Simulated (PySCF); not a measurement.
**GeH3O (SMILES [O][GeH3]), run twice**

Wanted: energy and gradient of GeH3O, UHF/def2-TZVPD.

Program for the calculation: PySCF 2.14.0.

3 further runs of the same task are left out: 3 that didn't finish.

## Step 1: The molecule

GeH3O has 5 atoms, charge 0, and is taken as a doublet. As SMILES, `[O][GeH3]`. Geometry: relaxed at PBE0-D4/def2-TZVP.

Bond lengths: O1–Ge2 1.795 Å, Ge2–H3 1.536 Å, Ge2–H4 1.536 Å, Ge2–H5 1.537 Å. Angles: O1–Ge2–H3 109.7°, O1–Ge2–H4 109.7°, O1–Ge2–H5 102.4°, H3–Ge2–H4 111.5°, H3–Ge2–H5 111.6°, H4–Ge2–H5 111.6°.

## Step 2: Try one

Input file start.xyz:

```xyz
5
GeH3O
O     -1.443900     0.418600     0.777300
Ge     0.072300    -0.056300    -0.056900
H     -0.162200    -0.091200    -1.574700
H      0.548000    -1.418100     0.471500
H      1.035700     1.073400     0.341400
```

Input file input.py:

```python
from pyscf import gto, scf

mol = gto.Mole()
mol.atom = 'start.xyz'
mol.max_memory = 1860
mol.charge = 2
mol.spin = 1
mol.verbose = 4
mol.basis = 'def2-tzvpd'
mol.build()

mf = scf.UHF(mol)
mf.max_cycle = 78
mf.kernel()

energy = mf.e_tot
print(f'total energy: {energy:.8f} hartree')
grad = mf.nuc_grad_method().kernel()
```

Launch:

```console
$ OMP_NUM_THREADS=1 python input.py
```

Output:

```text
PySCF version 2.14.0

[INPUT] num. atoms = 5
[INPUT] num. electrons = 41
[INPUT] charge = 2
[INPUT] spin (= nelec alpha-beta = 2S) = 1
[INPUT] symmetry False subgroup None
[INPUT] Mole.unit = angstrom
[INPUT] Symbol           X                Y                Z      unit          X                Y                Z       unit  Magmom
[INPUT]  1 O     -1.443900000000   0.418600000000   0.777300000000 AA   -2.728575551259   0.791039355743   1.468884116624 Bohr   0.0
[INPUT]  2 Ge     0.072300000000  -0.056300000000  -0.056900000000 AA    0.136627198806  -0.106391580813  -0.107525416488 Bohr   0.0
[INPUT]  3 H     -0.162200000000  -0.091200000000  -1.574700000000 AA   -0.306513577404  -0.172343022560  -2.975751728353 Bohr   0.0
[INPUT]  4 H      0.548000000000  -1.418100000000   0.471500000000 AA    1.035569916262  -2.679820617246   0.891005867732 Bohr   0.0
[INPUT]  5 H      1.035700000000   1.073400000000   0.341400000000 AA    1.957189347212   2.028432022108   0.645152498927 Bohr   0.0

nuclear repulsion = 113.909881453256
number of shells = 47
number of NR pGTOs = 194
number of NR cGTOs = 121
basis = def2-tzvpd
ecp = {}

[... 102 lines left out ...]
converged SCF energy = -2150.7522769848  <S^2> = 0.82664857  2S+1 = 2.0752336
total energy: -2150.75227698 hartree
[... 1 line left out ...]
******** <class 'pyscf.grad.uhf.Gradients'> for <class 'pyscf.scf.uhf.UHF'> ********
unit = Eh/Bohr
--------------- UHF gradients ---------------
         x                y                z
0 O    -0.0162103313    -0.0033584653     0.0034512556
1 Ge     0.0131567058     0.0267030214     0.0127555332
2 H     0.0135558437    -0.0069573004     0.0221774345
3 H    -0.0006012475     0.0194306633    -0.0185612543
4 H    -0.0099009708    -0.0358179189    -0.0198229690
----------------------------------------------
```

It took 27 s on 1 thread of Arm Neoverse V2, shared host; peak memory 0.33 GiB.

## Step 3: Diagnosis

The run finished; that doesn't make the result usable.

What is wrong: the charge typed isn't that of the species meant. The sound input differs in these keys, not all of which need be the cause: solver DIIS+newton in place of DIIS; charge 0 in place of 2.

## Step 4: The mended input

Input file mol.xyz:

```xyz
5
GeH3O
O     -1.443900     0.418600     0.777300
Ge     0.072300    -0.056300    -0.056900
H     -0.162200    -0.091200    -1.574700
H      0.548000    -1.418100     0.471500
H      1.035700     1.073400     0.341400
```

Input file run.py:

```python
import pyscf.grad
from pyscf import gto, scf

mol = gto.Mole()
mol.atom = 'mol.xyz'
mol.verbose = 4
mol.charge = 0
mol.basis = 'def2-tzvpd'
mol.spin = 1
mol.max_memory = 1860
mol.build()

mf = scf.UHF(mol)
mf.max_cycle = 100
mf.kernel()
if not mf.converged:
    mf = mf.newton().run(mf.mo_coeff, mf.mo_occ)

etot = mf.e_tot
print('Final energy', etot)
grad = mf.Gradients().kernel()
```

Launch:

```console
$ OMP_NUM_THREADS=1 python run.py
```

Output:

```text
PySCF version 2.14.0

[INPUT] num. atoms = 5
[INPUT] num. electrons = 43
[INPUT] charge = 0
[INPUT] spin (= nelec alpha-beta = 2S) = 1
[INPUT] symmetry False subgroup None
[INPUT] Mole.unit = angstrom
[INPUT] Symbol           X                Y                Z      unit          X                Y                Z       unit  Magmom
[INPUT]  1 O     -1.443900000000   0.418600000000   0.777300000000 AA   -2.728575551259   0.791039355743   1.468884116624 Bohr   0.0
[INPUT]  2 Ge     0.072300000000  -0.056300000000  -0.056900000000 AA    0.136627198806  -0.106391580813  -0.107525416488 Bohr   0.0
[INPUT]  3 H     -0.162200000000  -0.091200000000  -1.574700000000 AA   -0.306513577404  -0.172343022560  -2.975751728353 Bohr   0.0
[INPUT]  4 H      0.548000000000  -1.418100000000   0.471500000000 AA    1.035569916262  -2.679820617246   0.891005867732 Bohr   0.0
[INPUT]  5 H      1.035700000000   1.073400000000   0.341400000000 AA    1.957189347212   2.028432022108   0.645152498927 Bohr   0.0

nuclear repulsion = 113.909881453256
number of shells = 47
number of NR pGTOs = 194
number of NR cGTOs = 121
basis = def2-tzvpd
ecp = {}

[... 85 lines left out ...]
converged SCF energy = -2151.96817823518  <S^2> = 0.7588905  2S+1 = 2.0088708
Final energy -2151.9681782351818
[... 1 line left out ...]
******** <class 'pyscf.grad.uhf.Gradients'> for <class 'pyscf.scf.uhf.UHF'> ********
unit = Eh/Bohr
--------------- UHF gradients ---------------
         x                y                z
0 O     0.0000223079     0.0016916141     0.0010830688
1 Ge    -0.0031628709    -0.0030753296    -0.0009053830
2 H     0.0006615370     0.0006728021    -0.0020590767
3 H     0.0016936578    -0.0012407384     0.0008822167
4 H     0.0007853681     0.0019516519     0.0009991742
----------------------------------------------
```

Run time: 17 s. Hardware: 1 thread of Arm Neoverse V2, shared host; peak memory 0.33 GiB.

## Step 5: Outcome

At UHF/def2-TZVPD:

| quantity | value |
| --- | --- |
| total energy | -2151.96818 Eh |
| dipole moment | 2.11 D |
| HOMO energy (highest over α and β) | -12.34 eV |
| LUMO energy (lowest over α and β) | 1.61 eV |
| ⟨S²⟩ | 0.759 |
| largest force on an atom | 0.232 eV/Å |
